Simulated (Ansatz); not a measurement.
Working through a rigid scan of one bond angle of C2H4OSi, SMILES O[SiH]1C=C1

Program: the Python package of Ansatz (0.2.0).

Notebook, run cell by cell (the value of a cell's last expression is shown):

**Cell 1**
```python
import ansatz as az
from ase import Atoms
```

**Cell 2**
```python
atoms = Atoms(["O", "Si", "C", "C", "H", "H", "H", "H"], positions=[
    (-0.4295, 1.5031, -1.0156),
    (0.4068, 0.711, 0.0736),
    (0.5535, -1.014, -0.1371),
    (-0.3416, -0.7207, 0.6652),
    (-1.1032, 1.0112, -1.561),
    (1.0132, 1.4941, 1.1854),
    (1.1225, -1.8602, -0.5232),
    (-1.1295, -1.1817, 1.257),
])
```

**Cell 3**
```python
first = (
    az.Crystal.molecule_from_ase(atoms).calculation()
    .basis(gaussian="cc-pVDZ")
    .functional("cam_b3lyp")
    .relax(force_tolerance=0.02, max_steps=80)
)
atoms.positions = first.run(threads=1, pin="off").report["positions_ang"]

rows = []
for angle in [85, 95, 105, 115, 125, 140, 160]:
    bent = atoms.copy()
    bent.set_angle(1, 0, 4, angle, indices=[4])
    calc = az.Crystal.molecule_from_ase(bent).calculation()
    calc = calc.basis(gaussian="cc-pVDZ")
    calc = calc.functional("cam_b3lyp")
    rows.append((angle, calc.run(threads=1, pin="off").report["free_energy_ev"]))
floor = min(e for _, e in rows)
for angle, e in rows:
    print(f"angle Si1-O0-H4 = {angle:3d} deg   {1000 * (e - floor):9.1f} meV")
```
Output:
```text
angle Si1-O0-H4 =  85 deg       460.0 meV
angle Si1-O0-H4 =  95 deg       188.8 meV
angle Si1-O0-H4 = 105 deg        45.5 meV
angle Si1-O0-H4 = 115 deg         0.0 meV
angle Si1-O0-H4 = 125 deg        27.1 meV
angle Si1-O0-H4 = 140 deg       152.4 meV
angle Si1-O0-H4 = 160 deg       360.3 meV
```

Caveats:
- These settings explore the input space; basis and method may be short of convergence.
- The scan is rigid, and the energies are electronic, in a modest basis. The zero is the lowest point of the grid, which needn't be the minimum.
- Run time: 45 s on 1 thread of Arm Neoverse V1, with other jobs on the host, peak memory 0.24 GiB.
